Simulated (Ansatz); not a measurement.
# HBrO (triplet): the correlation ladder at distance Br1–H2 along a hydrogen transfer = 1.520 Å, cc-pVDZ

How much of the correlation energy of HBrO (triplet) does each wave-function method recover here?

Method: cc-pVDZ, core rule «outside noble gas», up to 15 orbitals frozen; program: Ansatz 0.2.0, Gaussian basis.

Plan: UHF; CCSD(T) on ROHF; CCSD(T) on UHF; BCCD(T) on ROHF; CISD; CCSDT(Q) on ROHF; CCSDT(Q) on UHF; CASSCF and MRCISD+Q, 4 electrons in 4 orbitals; CASSCF and NEVPT2, 4 electrons in 4 orbitals; CASSCF and MRCISD+Q, 14 electrons in 9 orbitals; CASSCF and NEVPT2, 14 electrons in 9 orbitals.

8 further runs of the same task are left out: 1 for a mislabelled method, 4 that didn't finish, 3 set aside as unsound or not needed.

## (1) The system

The geometry derives from fragments relaxed apart (PBE0/def2-TZVP) and kept rigid, so it is no stationary point. A hydrogen atom is moved between rigid fragments. No spin-orbit coupling is included. The filled d shell of Br may be among the frozen orbitals whatever the setting's name suggests; the logs give the count.

3 atoms, charge 0, spin multiplicity 3.

Atoms are counted from 1 here; the program's logs count them from 0.

Bond lengths: Br1–H2 1.520 Å, H2–O3 1.238 Å. Angles: Br1–H2–O3 180.0°.

As a file:

```xyz
3

Br    0.0000    0.0000   -1.4260
H     0.0000    0.0000    0.0940
O     0.0000    0.0000    1.3320
```

## (2) UHF

in.yaml

```yaml
crystal:
  periodic: [false, false, false]
  atoms:
    - {symbol: Br, position_ang: [0.000000, 0.000000, -1.426000]}
    - {symbol: H, position_ang: [0.000000, 0.000000, 0.094000]}
    - {symbol: O, position_ang: [0.000000, 0.000000, 1.332000]}
basis:
  gaussian: {orbitals: cc-pVDZ}
magnetization: {spin_polarized: true, initial_magnetization: 2}
hamiltonian: {xc: hf}
output: {orbitals: {seedname: orbitals}}
```

Run with:

```
$ ansatz run in.yaml --threads 1 --pin off --events-out ev --progress --plain --max-ram 2393MiB
```

After this run come: CCSD(T) on ROHF; CCSD(T) on UHF; BCCD(T) on ROHF; CISD; CCSDT(Q) on ROHF; CCSDT(Q) on UHF; CASSCF and MRCISD+Q, 4 electrons in 4 orbitals; CASSCF and NEVPT2, 4 electrons in 4 orbitals; CASSCF and MRCISD+Q, 14 electrons in 9 orbitals; CASSCF and NEVPT2, 14 electrons in 9 orbitals.

**Question.** What will the summary of the whole plan be? Wanted: UCCSDT(Q) below the RHF energy; RMP2 from UCCSDT(Q); UMP2 from UCCSDT(Q); RCCSD from UCCSDT(Q); RCCSD(T) from UCCSDT(Q); UCCSD(T) from UCCSDT(Q); RCCSDT(Q) from UCCSDT(Q); NEVPT2 pair from UCCSDT(Q); MRCISD+Q pair from UCCSDT(Q).

As calculated:

| quantity | value |
| --- | --- |
| UCCSDT(Q) below the RHF energy | -7.9758 eV |
| RMP2 from UCCSDT(Q) | +24.97 kcal/mol |
| UMP2 from UCCSDT(Q) | +24.03 kcal/mol |
| RCCSD from UCCSDT(Q) | +4.01 kcal/mol |
| RCCSD(T) from UCCSDT(Q) | +0.79 kcal/mol |
| UCCSD(T) from UCCSDT(Q) | +0.73 kcal/mol |
| RCCSDT(Q) from UCCSDT(Q) | +0.04 kcal/mol |
| NEVPT2 pair from UCCSDT(Q) | +20.30 kcal/mol |
| MRCISD+Q pair from UCCSDT(Q) | +1.64 kcal/mol |
| NEVPT2 valence from UCCSDT(Q) | +40.31 kcal/mol |
| levels within 1 kcal/mol (43 meV) | RCCSD(T), UCCSD(T), BCCD(T), RCCSDT, UCCSDT, RCCSDT(Q) |
| T1 diagnostic | 0.039 |
| effectively unpaired electrons | 2.00 |

What this shows: RCCSD(T) misses by +0.79 kcal/mol, 0.4 % of the correlation energy. One determinant dominates. Of the multireference levels listed MRCISD+Q pair comes nearest in total energy (+1.64 kcal/mol), which doesn't show that its space is the better one. Coupled cluster took another determinant than the lowest Hartree-Fock one. These misses are within one basis, not against nature; the frozen cores of restricted and unrestricted runs differ, which can shift their rows.
